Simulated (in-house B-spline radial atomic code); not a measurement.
# Kr³⁴⁺: excited configurations in jj coupling

Wanted: excitation energies of Kr³⁴⁺ as differences of total energies (ΔSCF).

Program: in-house B-spline radial atomic code version 1. Level of theory: Dirac-Hartree-Fock, average of configuration, Fermi nucleus, basis-set limit. These are calculated values, not measurements, unless marked.

## 1. The system

```
element       : krypton (Z = 36)
charge        : +34
electrons     : 2
configuration : 1s2
Hamiltonian   : Dirac-Coulomb
nucleus       : Fermi, rms radius 4.188 fm
```

Input settings:

```ini
Z = 36
electrons = 2.0
configuration = 1s2
hamiltonian = dirac
method = hf
spin_polarised = False
nucleus = fermi
rms_radius = 4.1884
mass_number = 84
atomic_mass = 83.91149772708
speed_of_light = 137.035999084
```

This reference run was done before. Its total energy is -1296.165565 hartree, and its levels are (the highest eight at most):

```
orbital  occupation  energy (eV)  <r> (bohr)
  1s1/2           2     -17324.2     0.04113
```

## 2. 1s1 5d+1

In configurations, a minus sign after the shell means j = l − 1/2 and a plus sign j = l + 1/2; the count of electrons follows.

Input settings:

```ini
Z = 36
electrons = 2.0
configuration = 1s1 5d+1
hamiltonian = dirac
method = hf
spin_polarised = False
nucleus = fermi
rms_radius = 4.1884
mass_number = 84
atomic_mass = 83.91149772708
speed_of_light = 137.035999084
```

## 3. Configuration 1s1 4f+1

The settings differ from step 2 so:

```diff
@@ -2,3 +2,3 @@
 electrons = 2.0
-configuration = 1s1 5d+1
+configuration = 1s1 4f+1
 hamiltonian = dirac
```

## 4. 1s1 2p+1

The settings differ from step 3 so:

```diff
@@ -2,3 +2,3 @@
 electrons = 2.0
-configuration = 1s1 4f+1
+configuration = 1s1 2p+1
 hamiltonian = dirac
```

## 5. 1s1 5s1

The settings differ from step 4 so:

```diff
@@ -2,3 +2,3 @@
 electrons = 2.0
-configuration = 1s1 2p+1
+configuration = 1s1 5s1
 hamiltonian = dirac
```

## 6. Configuration 1s1 5p-1

The settings differ from step 5 so:

```diff
@@ -2,3 +2,3 @@
 electrons = 2.0
-configuration = 1s1 5s1
+configuration = 1s1 5p-1
 hamiltonian = dirac
```

How far above the reference does each configuration lie (order and size, in eV)?

As calculated:

| net move | configuration | energy above the reference (eV) | with Breit, QED, recoil (eV) | largest <r> (bohr) |
| --- | --- | --- | --- | --- |
| 1s → 2p3/2 | 1s1 2p+1 | 13124.6 | 13097.4 | 0.141 |
| 1s → 4f7/2 | 1s1 4f+1 | 16279.8 | 16251.8 | 0.513 |
| 1s → 5s | 1s1 5s1 | 16644.8 | 16616.9 | 1.05 |
| 1s → 5p1/2 | 1s1 5p-1 | 16647.3 | 16619.4 | 1.03 |
| 1s → 5d5/2 | 1s1 5d+1 | 16654.2 | 16626.2 | 0.983 |

What this shows: At the bottom stands 1s → 2p3/2 (13124.6 eV), at the top 1s → 5d5/2 (16654.2 eV). Two partly filled shells share a symmetry and can mix in the average, which may lower the energy, for: 1s → 5s. These are averages over configurations, without correlation, not spectroscopic levels.
